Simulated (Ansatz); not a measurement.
# C3H9InSSi: a ladder of functionals and wavefunction methods

How much do the methods differ for C3H9InSSi? The plan is to run it at one geometry with functionals of several rungs and with coupled cluster. The yardstick is the atomisation energy at the CCSD(T) limit.

Computed with Ansatz 0.2.0, Gaussian basis. Level: functionals in def2-TZVPP, the program's frozen cores in correlated methods.

Levels to be run: LDA (SPW92), PBE-D4, revPBE-D4, BLYP-D4, r2SCAN-D4, B97M-V, PBE0-D4, B3LYP-D4, r2SCANh-D4, r2SCAN0-D4, HSE06-D4, BHLYP-D4, CAM-B3LYP-D4, LC-ωPBE, ωB97X-V, ωB97M-V, B2PLYP, PBE-QIDH; CCSD(T)/def2-SVP; CCSD(T)/def2-TZVPP; MP2/def2-QZVPP; extrapolation to the limit; RPA on PBE.

## 1. Structure used throughout

An earlier PBE0-D4 in a triple-zeta def2 set relaxation fixed the geometry. In takes the def2 core potential; no spin-orbit term is included.

15 atoms, charge 0, spin multiplicity 1.

Atoms are counted from 1 here; the program's logs count them from 0.

Bond lengths: C1–C2 1.491 Å, C1–H7 1.095 Å, C1–H8 1.092 Å, C1–H9 1.095 Å, C2–C3 1.334 Å, C2–H10 1.095 Å, C3–In4 2.191 Å, C3–Si5 1.828 Å, In4–H11 1.724 Å, In4–H12 1.726 Å, Si5–S6 2.195 Å, Si5–H13 1.489 Å, Si5–H14 1.486 Å, S6–H15 1.345 Å. Angles: C2–C1–H7 110.9°, C2–C1–H8 111.8°, C2–C1–H9 110.7°, H7–C1–H8 108.4°, H7–C1–H9 106.5°, H8–C1–H9 108.3°, C1–C2–C3 126.2°, C1–C2–H10 113.8°, C3–C2–H10 120.0°, C2–C3–In4 129.7°, C2–C3–Si5 126.1°, In4–C3–Si5 103.5°, C3–In4–H11 118.5°, C3–In4–H12 117.5°, H11–In4–H12 123.3°, C3–Si5–S6 101.5°, C3–Si5–H13 118.7°, C3–Si5–H14 114.5° and more.

## 2. LDA

This LDA is Slater exchange with PW92 correlation.

File in.yaml:

```yaml
crystal:
  periodic: [false, false, false]
  atoms:
    - {symbol: C, position_ang: [0.912875, -1.068144, 2.013154]}
    - {symbol: C, position_ang: [1.079933, -0.073124, 0.915772]}
    - {symbol: C, position_ang: [0.323063, 0.026622, -0.178538]}
    - {symbol: In, position_ang: [-1.547595, -0.995439, -0.685886]}
    - {symbol: Si, position_ang: [0.489152, 1.288152, -1.491104]}
    - {symbol: S, position_ang: [-1.600652, 1.554030, -2.107665]}
    - {symbol: H, position_ang: [0.805466, -0.567766, 2.981015]}
    - {symbol: H, position_ang: [0.038783, -1.703789, 1.853848]}
    - {symbol: H, position_ang: [1.796451, -1.710681, 2.090971]}
    - {symbol: H, position_ang: [1.916698, 0.616630, 1.068368]}
    - {symbol: H, position_ang: [-1.551890, -2.090462, -2.017068]}
    - {symbol: H, position_ang: [-2.864412, -0.843320, 0.419546]}
    - {symbol: H, position_ang: [1.077264, 2.610508, -1.140910]}
    - {symbol: H, position_ang: [1.096863, 0.790299, -2.752012]}
    - {symbol: H, position_ang: [-1.971988, 2.166484, -0.969492]}
basis:
  gaussian: {orbitals: def2-TZVPP}
hamiltonian: {xc: lda}
output: {orbitals: {seedname: orbitals}}
```

Run with:

```
$ ansatz run in.yaml --threads 2 --pin off --events-out ev --progress --plain --max-ram 20480MiB --backend cuda --devices 0, --max-vram 18GiB
```

After this run come: PBE-D4 (GGA); revPBE-D4 (GGA); BLYP-D4 (GGA); r2SCAN-D4 (meta-GGA); B97M-V (meta-GGA); PBE0-D4 (hybrid); B3LYP-D4 (hybrid); r2SCANh-D4 (hybrid); r2SCAN0-D4 (hybrid); HSE06-D4 (hybrid); BHLYP-D4 (hybrid); CAM-B3LYP-D4 (range-separated); LC-ωPBE (range-separated); ωB97X-V (range-separated); ωB97M-V (range-separated); B2PLYP (double hybrid); PBE-QIDH (double hybrid); CCSD(T) in def2-SVP; CCSD(T) in def2-TZVPP; MP2 in def2-QZVPP; RPA on PBE orbitals.

**Question.** What will the summary of the whole plan be? Wanted: atomisation energy, CCSD(T)/CBS; farthest beyond LDA; mean size of error, GGA; mean size of error, meta-GGA; mean size of error, hybrid; mean size of error, range-separated; mean size of error, double hybrid; gap, smallest and largest; T1 diagnostic.

As calculated:

```
                               quantity                                                                                                                              value
        atomisation energy, CCSD(T)/CBS                                                                                                                      5114.8 kJ/mol
 functionals within 51.1 kJ/mol (1.0 %)  PBE-D4, r2SCAN-D4, B97M-V, PBE0-D4, B3LYP-D4, r2SCANh-D4, r2SCAN0-D4, HSE06-D4, CAM-B3LYP-D4, LC-ωPBE, ωB97X-V, ωB97M-V, PBE-QIDH
                    farthest beyond LDA                                                                                                           BHLYP-D4 (-130.0 kJ/mol)
                mean size of error, GGA                                                                                                                        58.7 kJ/mol
           mean size of error, meta-GGA                                                                                                                        18.1 kJ/mol
             mean size of error, hybrid                                                                                                                        38.1 kJ/mol
    mean size of error, range-separated                                                                                                                        20.1 kJ/mol
      mean size of error, double hybrid                                                                                                                        64.2 kJ/mol
              gap, smallest and largest                                                                                          3.99 eV (LDA (SPW92)), 10.50 eV (LC-ωPBE)
                          T1 diagnostic                                                                                                                             0.0133
triples share of the correlation energy                                                                                                                              4.1 %
```

**Reading.** LDA overbinds by 681.2 kJ/mol (13 %). PBE-D4 is off by +50.0 kJ/mol. Double hybrids carry the basis error of their MP2 part in triple zeta, and no dispersion term here, so their miss is partly the set-up's. The rungs meta-GGA, range-separated, hybrid miss on average by less than the doubt on the reference (51.1 kJ/mol), so they tie. The reference freezes the cores and leaves out spin-orbit coupling and excitations past (T), and its outer-core shells are covered unevenly, so misses under about 51.1 kJ/mol can't be ranked. All levels share the lack of spin-orbit coupling, which lowers the free heavy atoms and so the true binding. Hartree-Fock recovers 73 % of the binding; the rest is correlation. CCSD(T) in def2-SVP is off by -288.1 kJ/mol, worse than the median functional, from the basis alone. The gap grows from 4.0 to 10.5 eV across the functionals, mostly with the share of exact exchange. Correlated methods include outer-core shells of In, which these sets cover unevenly.
